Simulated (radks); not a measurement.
**Ho³⁺ in [Xe] 4f10: an all-electron calculation**

Wanted: eigenvalues, radial structure and energy terms of the holmium ion Ho3+.

The numbers are computed with radks (a radial shooting solver on a logarithmic mesh, Libxc functionals) version 1 (Dirac Kohn-Sham, PBE, spin-unpolarised, spherical densities, finite nucleus; open shells fill j = l - 1/2 first), except any that are marked as measured or tabulated.

**1. What is computed**

```
element            : holmium (Z = 67)
charge             : +3
electrons          : 64
configuration      : [Xe] 4f10
nuclear rms radius : 5.2022 fm
```

**2. The run**

The run's settings:

```text
Z 67
configuration [Xe] 4f10
relativity Dirac
functional pbe,pbe
spin unpolarised
j_filling energy
nucleus finite rms 5.2022 fm
c 137.035999084
```

Launch:

```
$ python run_ks.py task.json out
```

This one command runs every case of the session in turn.

Q: Predict the outcome of this run.

**Answer**, as computed:

```
                        quantity                   value
                    total energy     -12625.7132 hartree
exchange-correlation share of it                  2.14 %
                            −T/E                  1.1001
          highest occupied level       4f7/2, -34.462 eV
    most extended occupied level  5p3/2, <r> = 1.48 bohr
 radius at density 0.001 e/bohr³               3.16 bohr
    maxima of the radial density                       4
         ionisation energy, NIST     42.5 (semi-emp.) eV
```

**Reading.** 5 principal shells are occupied and 4 maxima appear in the radial density; where shells overlap, one shows as a shoulder or not at all. Relativity lifts −T/E to 1.100. The top level binds by 34.462 eV, 81 % of the NIST ionisation energy of 42.5 eV; the potential of a semilocal functional falls off too fast, so its top eigenvalue is too shallow. Spin polarisation and multiplet splitting are left out.
